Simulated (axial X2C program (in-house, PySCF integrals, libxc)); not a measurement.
**SbCl⁺: EOM-EA-CCSD levels**

Wanted for SbCl⁺: EOM-EA-CCSD levels, at the two-component level.

Computed with an in-house X2C program for linear molecules on PySCF integrals. Level: two-component X2C with atomic mean-field terms, Sb dyall-acv3z, Cl dyall-av3z.

All values are calculated.

## 1. Input

task.json reads:

```json
{"zs": [51, 17], "q": 1, "bas": ["dyall-acv3z", "dyall-av3z"], "r0": 2.39, "eom": "ea", "thr": -1.0, "nmax": 92, "grid": [1, 0.96, 1.045, 0.92, 1.09, 1.15]}
```

Keys: zs atomic numbers; q charge; bas basis sets; r0 starting distance in Å; eom kind of EOM run; thr threshold in hartree for freezing inner shells (an s shell follows its p shell); nmax most natural virtual spinors; grid distances as factors.

Command:

```
python soeom.py task.json out
```

After this run come: EOM-EA-CCSD at 2.248 Å.

What does the calculation give? Wanted: next root led by one particle; T1 of the reference; lowest state, Re and ωe.

**Answer**, as computed:

```
                     quantity                            value
       lowest root at 2.248 Å               Ω = 1/2, 15.158 eV
next root led by one particle  Ω = 3/2, about 3270 cm⁻¹ higher
          T1 of the reference                            0.033
      lowest state, Re and ωe                2.253 Å, 449 cm⁻¹
```

The added electron is bound by 15.16 eV in a spinor of 79% Sb pπ, 9% Cl pπ. Errors of 0.1 to 0.3 eV are usual at this size, and roots led by higher excitations are left out, so the list is incomplete, and low states of that kind can be missing. T1 or the largest double amplitude of the reference is raised, which lowers the reliability. The bond is 0.074 Å longer than in the closed-shell reference at CCSD (2.179 Å).
